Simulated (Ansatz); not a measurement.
# BGeH2+ (triplet): wave-function methods side by side, cc-pVTZ

The task here is to estimate one member of a computed series from the others.

Program: Ansatz 0.2.0, Gaussian basis. Level of theory: cc-pVTZ, core rule «outside noble gas», up to 15 orbitals frozen. These are calculated values, not measurements.

Plan: UHF; CCSD(T) on ROHF; CCSD(T) on UHF; BCCD(T) on ROHF; CCSDT(Q) on ROHF; CCSDT(Q) on UHF; CASSCF and MRCISD+Q, 8 electrons in 10 orbitals; CASSCF and NEVPT2, 8 electrons in 10 orbitals.

4 further runs of the same task are left out: 2 for a known fault of the program, 2 set aside as unsound or not needed.

### The system

The geometry is a PBE0/def2-TZVP stationary point (not a proven minimum) of the parent state, kept for this charge and spin. No spin-orbit coupling is included. The filled d shell of Ge may be among the frozen orbitals whatever the setting's name suggests; the logs give the count.

4 atoms, charge 1, spin multiplicity 3.

Atoms are counted from 1 here; the program's logs count them from 0.

Bond lengths: Ge1–B2 1.931 Å, Ge1–H3 1.542 Å, Ge1–H4 1.542 Å. Angles: B2–Ge1–H3 125.2°, B2–Ge1–H4 125.2°, H3–Ge1–H4 109.6°.

Set-up of the first run:

Input file in.yaml:

```yaml
crystal:
  periodic: [false, false, false]
  atoms:
    - {symbol: Ge, position_ang: [0.000000, 0.000000, 0.223242]}
    - {symbol: B, position_ang: [0.000000, 0.000000, -1.707389]}
    - {symbol: H, position_ang: [0.000000, 1.259295, 1.112326]}
    - {symbol: H, position_ang: [0.000000, -1.259295, 1.112326]}
basis:
  gaussian: {orbitals: cc-pVTZ}
total_charge: 1
magnetization: {spin_polarized: true, initial_magnetization: 2}
hamiltonian: {xc: hf}
output: {orbitals: {seedname: orbitals}}
```

On the command line:

```console
ansatz run in.yaml --threads 1 --pin off --events-out ev --progress --plain --max-ram 2816MiB --backend cpu
```

Steps of the session up to this table: UHF; CCSD(T) on ROHF; CCSD(T) on UHF; BCCD(T) on ROHF; CCSDT(Q) on ROHF; CCSDT(Q) on UHF; CASSCF and MRCISD+Q, 8 electrons in 10 orbitals; CASSCF and NEVPT2, 8 electrons in 10 orbitals.

One table of the session follows, with a row left open; its other results are not shown here.

```
          method  from UCCSDT(Q) (kJ/mol)
            ROHF                   +449.4
             UHF                        ?
            RMP2                   +102.9
            UMP2                   +102.6
           RCCSD                    +20.0
           UCCSD                    +19.6
        RCCSD(T)                     +4.7
        UCCSD(T)                     +4.5
         BCCD(T)                     +4.5
          RCCSDT                     +0.9
          UCCSDT                     +0.7
       RCCSDT(Q)                     +0.2
       UCCSDT(Q)                        0
  CASSCF valence                   +262.5
  NEVPT2 valence                    +67.1
  MRCISD valence                    +16.1
MRCISD+Q valence                     +3.9
```

Q: Estimate the row for UHF from the others.

**Answer.** from UCCSDT(Q) (kJ/mol): +444.2. In the column «from UCCSDT(Q) (kJ/mol)» it lies between CASSCF valence (+262.5) and ROHF (+449.4).

Among the levels timed on like hardware and quicker than the yardstick, those that no quicker one beats, quickest first: UCCSD(T) (3.2 s, +4.5 kJ/mol); BCCD(T) (3.5 s, +4.5 kJ/mol); MRCISD+Q valence (6 s, +3.9 kJ/mol).

To keep in mind: Of the multireference levels listed MRCISD+Q valence comes nearest in total energy (+3.9 kJ/mol), which doesn't show that its space is the better one. Restricted and unrestricted rows rest on different reference determinants; where their highest levels disagree by more than a few hundredths of an eV, they describe different states and don't form one ladder.
